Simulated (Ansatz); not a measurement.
# Li2Hg: the cost of one run

Method: DFT PBE, scalar-relativistic, plane waves, PAW, in Ansatz 0.2.0.

## Step 1: The starting structure

Symmetry: P-6m2, No. 187, hexagonal system. Conventional cell: a = 3.182 Å, b = 3.182 Å, c = 15.590 Å, α = 90.00°, β = 90.00°, γ = 120.00°. Li (site symmetry 3m) has 9 Li at 3.18 Å and 3 Hg at 3.18 Å as nearest neighbours. Around Li (site symmetry -6m2) lie 6 Li at 3.18 Å and 6 Hg at 3.18 Å. Around Li (site symmetry -6m2) lie 12 Li at 3.18 Å. Hg (site symmetry 3m) is surrounded by 6 Hg at 3.18 Å and 6 Li at 3.18 Å.

Coordinates:

```cif
data_structure
_symmetry_space_group_name_H-M 'P 1'
_symmetry_Int_Tables_number 1
_cell_length_a 3.1824
_cell_length_b 3.1824
_cell_length_c 15.5905
_cell_angle_alpha 90.000
_cell_angle_beta 90.000
_cell_angle_gamma 120.000
_cell_volume 136.74
loop_
_atom_site_label
_atom_site_type_symbol
_atom_site_fract_x
_atom_site_fract_y
_atom_site_fract_z
_atom_site_occupancy
Li1 Li 0.33333 0.66667 0.83333 1
Li2 Li 0.33333 0.66667 0.16667 1
Li3 Li 0.33333 0.66667 0.50000 1
Li4 Li 0.66667 0.33333 0.00000 1
Hg1 Hg 0.66667 0.33333 0.33333 1
Hg2 Hg 0.66667 0.33333 0.66667 1
```

A structure generator made this guess: ordered superstructure of hcp (P-6m2, No. 187). Its size is a rough estimate.

## Step 2: A first look at the guess

File input.yaml:

```yaml
crystal:
  lattice:
    - [3.18237879, 0.0, 0.0]
    - [-1.5911894, 2.75602088, 0.0]
    - [0.0, 0.0, 15.5904737]
  atoms:
    - { symbol: Li, position: [0.33333333, 0.66666667, 0.83333333] }
    - { symbol: Li, position: [0.33333333, 0.66666667, 0.16666667] }
    - { symbol: Li, position: [0.33333333, 0.66666667, 0.5] }
    - { symbol: Li, position: [0.66666667, 0.33333333, 0.0] }
    - { symbol: Hg, position: [0.66666667, 0.33333333, 0.33333333] }
    - { symbol: Hg, position: [0.66666667, 0.33333333, 0.66666667] }
basis:
  ecutwfc: 420
kpoints:
  mp_grid: { grid: [6, 6, 1] }
hamiltonian:
  xc: pbe
scf:
  occupations: { method: gaussian, width: 0.1 }
  lower_state_search: "off"
output:
  forces: true
  stress: true
  eigenvalues: true
```

Run with:

```bash
ansatz run input.yaml --threads 1 --pin off --max-ram 2048MiB --backend cpu --events-out ev --progress --plain --runs-dir out
```

**Question.** How long does this run take on 1 thread of AMD EPYC 9R45 (Zen 5), shared host, and how much memory does it need?

About 1.3 s, with a peak of 0.37 GiB.
